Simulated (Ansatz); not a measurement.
# Li: the cost of one run

Program: Ansatz 0.2.0. Level of theory: DFT PBE+D3(BJ), plane waves, PAW, scalar-relativistic, no spin polarisation. These are calculated values, not measurements.

## 1. Starting point

The cell holds 16 atoms (Li16): a = 6.980 Å, b = 6.980 Å, c = 6.980 Å, α = 90.00°, β = 90.00°, γ = 90.00°.

Coordinates:

```cif
data_structure
_symmetry_space_group_name_H-M 'P 1'
_symmetry_Int_Tables_number 1
_cell_length_a 6.9800
_cell_length_b 6.9800
_cell_length_c 6.9800
_cell_angle_alpha 90.000
_cell_angle_beta 90.000
_cell_angle_gamma 90.000
_cell_volume 340.07
loop_
_atom_site_label
_atom_site_type_symbol
_atom_site_fract_x
_atom_site_fract_y
_atom_site_fract_z
_atom_site_occupancy
Li1 Li 0.00000 0.00000 0.00000 1
Li2 Li 0.50000 0.00000 0.00000 1
Li3 Li 0.00000 0.50000 0.00000 1
Li4 Li 0.00000 0.00000 0.50000 1
Li5 Li 0.25000 0.25000 0.25000 1
Li6 Li 0.50000 0.50000 0.00000 1
Li7 Li 0.50000 0.00000 0.50000 1
Li8 Li 0.75000 0.25000 0.25000 1
Li9 Li 0.00000 0.50000 0.50000 1
Li10 Li 0.25000 0.75000 0.25000 1
Li11 Li 0.25000 0.25000 0.75000 1
Li12 Li 0.50000 0.50000 0.50000 1
Li13 Li 0.75000 0.75000 0.25000 1
Li14 Li 0.75000 0.25000 0.75000 1
Li15 Li 0.25000 0.75000 0.75000 1
Li16 Li 0.75000 0.75000 0.75000 1
```

## 2. Run 1

230 steps of 1 fs under a Langevin thermostat at 1800 K.

The input, input.yaml:

```yaml
crystal:
  lattice:
    - [6.98, 0.0, 0.0]
    - [0.0, 6.98, 0.0]
    - [0.0, 0.0, 6.98]
  atoms:
    - { symbol: Li, position: [0.0, 0.0, 0.0] }
    - { symbol: Li, position: [0.5, 0.0, 0.0] }
    - { symbol: Li, position: [0.0, 0.5, 0.0] }
    - { symbol: Li, position: [0.0, 0.0, 0.5] }
    - { symbol: Li, position: [0.25, 0.25, 0.25] }
    - { symbol: Li, position: [0.5, 0.5, 0.0] }
    - { symbol: Li, position: [0.5, 0.0, 0.5] }
    - { symbol: Li, position: [0.75, 0.25, 0.25] }
    - { symbol: Li, position: [0.0, 0.5, 0.5] }
    - { symbol: Li, position: [0.25, 0.75, 0.25] }
    - { symbol: Li, position: [0.25, 0.25, 0.75] }
    - { symbol: Li, position: [0.5, 0.5, 0.5] }
    - { symbol: Li, position: [0.75, 0.75, 0.25] }
    - { symbol: Li, position: [0.75, 0.25, 0.75] }
    - { symbol: Li, position: [0.25, 0.75, 0.75] }
    - { symbol: Li, position: [0.75, 0.75, 0.75] }
basis:
  ecutwfc: 420.0
kpoints:
  mp_grid: { grid: [2, 2, 2] }
hamiltonian:
  xc: pbe
  dispersion: d3bj
scf:
  occupations: { method: fermi_dirac, width: 0.16 }
  lower_state_search: "off"
md:
  timestep: 1
  n_steps: 230
  ensemble: nvt_langevin
  temperature: 1800.0
  initial_velocities: maxwell_boltzmann
  seed: 903889
  friction: 0.02
```

The run is started by

```console
> ansatz run input.yaml --threads 1 --pin off --max-ram 3072MiB --backend cpu --events-out ev --progress --plain --runs-dir out
```

What time and memory should one allow on 1 thread of Arm Neoverse V2, shared host?

About 13 min, with a peak of 0.51 GiB.
